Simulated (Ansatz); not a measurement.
**C₂H₇BOSi: a ladder of functionals and wavefunction methods**

An exercise on one series of results from a longer session: the logs are not shown, and one member is left open.

The runs use Ansatz 0.2.0, Gaussian basis; functionals in def2-TZVPP, the program's frozen cores in correlated methods.

Levels to be run: PBE-D4, r2SCAN-D4, PBE0-D4, B3LYP-D4, ωB97X-V, ωB97M-V, B2PLYP; CCSD(T)/def2-TZVPP; MP2/def2-QZVPP; extrapolation to the limit.

## The geometry

An earlier PBE0-D4 in a triple-zeta def2 set relaxation fixed the geometry.

SMILES `B/C=C/O[SiH3]`, 12 atoms, charge 0, spin multiplicity 1.

Atoms are counted from 1 here; the program's logs count them from 0.

Bond lengths: B1–C2 1.513 Å, B1–H6 1.197 Å, B1–H7 1.201 Å, C2–C3 1.345 Å, C2–H8 1.087 Å, C3–O4 1.335 Å, C3–H9 1.092 Å, O4–Si5 1.669 Å, Si5–H10 1.484 Å, Si5–H11 1.484 Å, Si5–H12 1.477 Å. Angles: C2–B1–H6 122.0°, C2–B1–H7 119.0°, H6–B1–H7 119.0°, B1–C2–C3 118.4°, B1–C2–H8 124.4°, C3–C2–H8 117.2°, C2–C3–O4 123.7°, C2–C3–H9 120.2°, O4–C3–H9 116.1°, C3–O4–Si5 125.0°, O4–Si5–H10 109.6°, O4–Si5–H11 109.6°, O4–Si5–H12 105.3°, H10–Si5–H11 109.5°, H10–Si5–H12 111.4°, H11–Si5–H12 111.4°.

Set-up of the first run:

in.yaml

```yaml
crystal:
  periodic: [false, false, false]
  atoms:
    - {symbol: B, position_ang: [-0.339710, 1.992609, 1.718696]}
    - {symbol: C, position_ang: [-0.513027, 0.534514, 1.354208]}
    - {symbol: C, position_ang: [-0.044206, 0.112406, 0.166277]}
    - {symbol: O, position_ang: [-0.140147, -1.148330, -0.262288]}
    - {symbol: Si, position_ang: [0.430414, -1.706914, -1.728238]}
    - {symbol: H, position_ang: [-0.732317, 2.437654, 2.758013]}
    - {symbol: H, position_ang: [0.208446, 2.725399, 0.941331]}
    - {symbol: H, position_ang: [-0.994450, -0.204772, 1.989565]}
    - {symbol: H, position_ang: [0.447981, 0.814296, -0.510293]}
    - {symbol: H, position_ang: [-0.233325, -0.971293, -2.833197]}
    - {symbol: H, position_ang: [1.897659, -1.497188, -1.803990]}
    - {symbol: H, position_ang: [0.089582, -3.143481, -1.756083]}
basis:
  gaussian: {orbitals: def2-TZVPP}
hamiltonian: {xc: pbe, dispersion: d4}
output: {forces: true, orbitals: {seedname: orbitals}}
```

The run is started by

```sh
$ ansatz run in.yaml --threads 4 --pin off --events-out ev --progress --plain --max-ram 10444MiB
```

Among the steps run: PBE-D4 (GGA); r2SCAN-D4 (meta-GGA); PBE0-D4 (hybrid); B3LYP-D4 (hybrid); ωB97X-V (range-separated); ωB97M-V (range-separated); B2PLYP (double hybrid); CCSD(T) in def2-TZVPP; MP2 in def2-QZVPP.

One of the session's tables, all rows but one given; the rest of the session is left out.

```
            method  atomisation energy (kcal/mol)
            PBE-D4                         1094.8
         r2SCAN-D4                              ?
           PBE0-D4                         1078.9
          B3LYP-D4                         1082.2
           ωB97X-V                         1081.2
           ωB97M-V                         1082.1
            B2PLYP                         1070.7
     HF/def2-TZVPP                          813.2
    MP2/def2-TZVPP                         1066.8
   CCSD/def2-TZVPP                         1036.5
CCSD(T)/def2-TZVPP                         1050.8
           MP2/CBS                         1092.1
       CCSD(T)/CBS                         1076.1
```

**Question.** Estimate the row for r2SCAN-D4.

As computed: atomisation energy (kcal/mol): 1083.8. In the column «atomisation energy (kcal/mol)» it lies between B3LYP-D4 (1082.2) and MP2/CBS (1092.1).

Limits of these values: Free atoms (1 B, 2 C, 1 O, 1 Si, 7 H) were run apart at each level; the atomisation energy is their sum less the molecule, without zero-point or spin-orbit terms.
